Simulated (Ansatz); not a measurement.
**Molecular dynamics of LiBH4**

input.yaml

```yaml
accuracy: low
crystal:
  lattice:
    - [0.0, 0.0, 5.397738]
    - [6.578388, -2.70657, 2.698869]
    - [6.578388, 2.70657, 2.698869]
  atoms:
    - { symbol: Li, position: [0.05598771, -0.03974806, 0.01933057] }
    - { symbol: Li, position: [0.72871271, 0.27384368, 0.2276033] }
    - { symbol: B, position: [0.14728658, 0.8827231, 0.3513319] }
    - { symbol: B, position: [0.84757015, 0.63867859, 0.13696749] }
    - { symbol: H, position: [0.35068476, 0.8181334, 0.42500489] }
    - { symbol: H, position: [0.03770525, 0.73385671, -0.01822701] }
    - { symbol: H, position: [0.52059077, 0.22968688, 0.93780714] }
    - { symbol: H, position: [0.16806332, 0.24614967, 0.66104967] }
    - { symbol: H, position: [0.47193559, 0.44375478, -0.0141829] }
    - { symbol: H, position: [0.32983793, 0.12104927, 0.5008483] }
    - { symbol: H, position: [0.1523602, 0.10193974, 0.13516607] }
    - { symbol: H, position: [0.91797181, 0.44320815, 0.35350791] }
    - { symbol: Li, position: [0.53863243, 0.46921173, 0.49457052] }
    - { symbol: Li, position: [0.28652294, 0.740807, 0.74472972] }
    - { symbol: B, position: [0.61116855, 0.39431707, 0.8640373] }
    - { symbol: B, position: [0.35753581, 0.10691643, 0.66088805] }
    - { symbol: H, position: [0.82418783, 0.3078003, 0.93591918] }
    - { symbol: H, position: [0.57945811, 0.13963527, 0.62174628] }
    - { symbol: H, position: [0.1456606, 0.70407993, 0.37851325] }
    - { symbol: H, position: [0.66758245, 0.79366331, 0.11830813] }
    - { symbol: H, position: [0.92302922, 0.90695291, 0.45673448] }
    - { symbol: H, position: [0.77141343, 0.6105964, 1.02594875] }
    - { symbol: H, position: [0.62416131, 0.60181353, 0.63621205] }
    - { symbol: H, position: [0.36862779, 0.87808624, 0.87346651] }
basis:
  ecutwfc: 500.0
kpoints:
  mp_grid: { grid: [2, 2, 2] }
hamiltonian:
  xc: r2scan
  dispersion: d3bj
scf:
  occupations: { method: fermi_dirac, width: 0.05 }
  lower_state_search: "off"
md:
  timestep: 0.5
  n_steps: 60
  ensemble: nvt_nose_hoover
  temperature: 800.0
  initial_velocities: maxwell_boltzmann
  seed: 684580
  nose_hoover: { tau: 50.0, chain_length: 1 }
```

Launched with:

```bash
$ ansatz run input.yaml --threads 1 --pin off --max-ram 3072MiB --backend cpu --events-out ev --progress --plain --runs-dir out
```

It goes on from the last frame of an earlier run, with new velocities.

Output, in part (step lines):

```
md step     0: t =     0.00 fs  T =   800.0 K  F+E_penalty+E_count = -1710.05408200 eV  E_kin = 2.378384 eV  conserved = -1707.67569802 eV  (7 SCF iters)
[... lines left out ...]
```

The steps, from the saved trajectory:

```csv
time (fs),T (K),potential energy less start (eV),conserved less start (meV/atom)
0.0,800,0.000,0.00
1.0,787,0.042,0.07
2.0,729,0.217,0.20
3.0,686,0.344,0.23
4.0,672,0.384,0.15
5.0,653,0.441,0.13
6.0,614,0.558,0.17
7.0,573,0.682,0.21
8.0,545,0.767,0.20
9.0,529,0.816,0.19
10.0,526,0.830,0.23
11.0,554,0.749,0.28
12.0,635,0.512,0.22
13.0,738,0.204,0.07
14.0,799,0.028,0.01
15.0,786,0.072,0.09
16.0,731,0.243,0.19
17.0,674,0.417,0.20
18.0,627,0.563,0.19
19.0,583,0.697,0.20
20.0,551,0.800,0.24
21.0,541,0.832,0.24
22.0,556,0.792,0.20
23.0,580,0.726,0.17
24.0,601,0.670,0.18
25.0,624,0.610,0.20
26.0,660,0.511,0.18
27.0,700,0.399,0.11
28.0,712,0.371,0.07
29.0,680,0.478,0.14
30.0,632,0.630,0.22
```

The run went to its last step. The conserved energy stayed within 0.28 meV per atom of its start (net change 0.22 meV per atom), so the integration is sound. The mean temperature of the second half is 20 % below the set value. A run of 0.03 ps of so small a system gives no equilibrium averages. Limits of this set-up: coarse k mesh, low accuracy level.

Mean squared displacements from the first frame to the last, about the centre of mass: Li 0.09 Å², B 0.09 Å², H 0.38 Å².

Last frame:

```xyz
24
Lattice="0.0000 0.0000 5.3977 6.5784 -2.7066 2.6989 6.5784 2.7066 2.6989" Properties=species:S:1:pos:R:3
Li -0.071 0.199 0.056
Li 3.107 -0.071 5.077
B 8.462 -1.375 4.022
B 5.026 -1.367 6.962
H 8.355 -1.614 5.095
H 4.775 -1.290 2.859
H 7.177 1.640 6.123
H 5.727 1.215 3.561
H 2.356 -0.741 3.521
H 3.907 1.355 3.525
H 2.111 0.246 0.818
H 5.594 -0.310 6.835
Li 6.606 -0.025 5.492
Li 9.800 -0.077 5.177
B 8.127 1.207 6.677
B 4.842 1.552 4.210
H 8.093 1.575 7.816
H 4.755 0.789 5.223
H 7.420 -1.018 3.417
H 5.569 -2.396 6.666
H 9.306 -0.604 9.165
H 10.653 1.130 8.831
H 8.535 0.044 6.683
H 11.499 -0.011 7.135
```

The run took 10 min on 1 thread of Arm Neoverse V1, on a shared host, peak memory 0.75 GiB.
